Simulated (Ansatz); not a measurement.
# CH₇GeNO: one species, many methods

An exercise on one series of results from a longer session: the logs are not shown, and one member is left open.

Computed with Ansatz 0.2.0, Gaussian basis. Level: functionals in def2-TZVPP, the program's frozen cores in correlated methods.

The runs, in order: PBE-D4, r2SCAN-D4, PBE0-D4, B3LYP-D4, ωB97X-V, ωB97M-V, B2PLYP; CCSD(T)/def2-TZVPP; MP2/def2-QZVPP; extrapolation to the limit.

### Structure used throughout

An earlier PBE0-D4 in a triple-zeta def2 set relaxation fixed the geometry.

SMILES `[NH2][GeH2][CH2]O`, 11 atoms, charge 0, spin multiplicity 1.

Atoms are counted from 1 here; the program's logs count them from 0.

Bond lengths: N1–Ge2 1.860 Å, N1–H5 1.011 Å, N1–H6 1.010 Å, Ge2–C3 1.972 Å, Ge2–H7 1.544 Å, Ge2–H8 1.538 Å, C3–O4 1.409 Å, C3–H9 1.092 Å, C3–H10 1.099 Å, O4–H11 0.971 Å. Angles: Ge2–N1–H5 114.7°, Ge2–N1–H6 114.5°, H5–N1–H6 108.2°, N1–Ge2–C3 99.6°, N1–Ge2–H7 112.2°, N1–Ge2–H8 106.6°, C3–Ge2–H7 114.1°, C3–Ge2–H8 113.1°, H7–Ge2–H8 110.7°, Ge2–C3–O4 108.1°, Ge2–C3–H9 111.2°, Ge2–C3–H10 109.7°, O4–C3–H9 108.7°, O4–C3–H10 111.8°, H9–C3–H10 107.4°, C3–O4–H11 106.7°.

Set-up of the first run:

in.yaml reads:

```yaml
crystal:
  periodic: [false, false, false]
  atoms:
    - {symbol: N, position_ang: [-1.246176, 0.907668, -0.252841]}
    - {symbol: Ge, position_ang: [0.574980, 0.595809, -0.468299]}
    - {symbol: C, position_ang: [0.753150, -1.055199, 0.596084]}
    - {symbol: O, position_ang: [-0.440015, -1.791954, 0.462271]}
    - {symbol: H, position_ang: [-1.477809, 1.573206, 0.471684]}
    - {symbol: H, position_ang: [-1.726837, 1.181771, -1.097704]}
    - {symbol: H, position_ang: [1.432723, 1.772016, 0.045559]}
    - {symbol: H, position_ang: [0.806924, 0.371432, -1.972062]}
    - {symbol: H, position_ang: [1.584628, -1.667176, 0.238839]}
    - {symbol: H, position_ang: [0.960082, -0.798891, 1.644868]}
    - {symbol: H, position_ang: [-1.156249, -1.145582, 0.352301]}
basis:
  gaussian: {orbitals: def2-TZVPP}
hamiltonian: {xc: pbe, dispersion: d4}
output: {forces: true, orbitals: {seedname: orbitals}}
```

Command:

```console
$ ansatz run in.yaml --threads 4 --pin off --events-out ev --progress --plain --max-ram 10444MiB
```

Among the steps run: PBE-D4 (GGA); r2SCAN-D4 (meta-GGA); PBE0-D4 (hybrid); B3LYP-D4 (hybrid); ωB97X-V (range-separated); ωB97M-V (range-separated); B2PLYP (double hybrid); CCSD(T) in def2-TZVPP; MP2 in def2-QZVPP.

One table of the session follows, with a row left open; its other results are not shown here.

It belongs to the step «Atomisation energies». 

| method | atomisation energy (eV) |
| --- | --- |
| PBE-D4 | 38.528 |
| r2SCAN-D4 | 37.859 |
| PBE0-D4 | 37.747 |
| B3LYP-D4 | ? |
| ωB97X-V | 38.115 |
| ωB97M-V | 37.958 |
| B2PLYP | 37.489 |
| HF/def2-TZVPP | 26.071 |
| MP2/def2-TZVPP | 37.393 |
| CCSD/def2-TZVPP | 36.514 |
| CCSD(T)/def2-TZVPP | 37.088 |
| MP2/CBS | 38.403 |
| CCSD(T)/CBS | 38.098 |

Q: Estimate the row for B3LYP-D4 from the others.

The run gave: atomisation energy (eV): 37.895. In the column «atomisation energy (eV)» it lies between r2SCAN-D4 (37.859) and ωB97M-V (37.958).

To keep in mind: Free atoms (1 N, 1 Ge, 1 C, 1 O, 7 H) were run apart at each level; the atomisation energy is their sum less the molecule, without zero-point or spin-orbit terms.
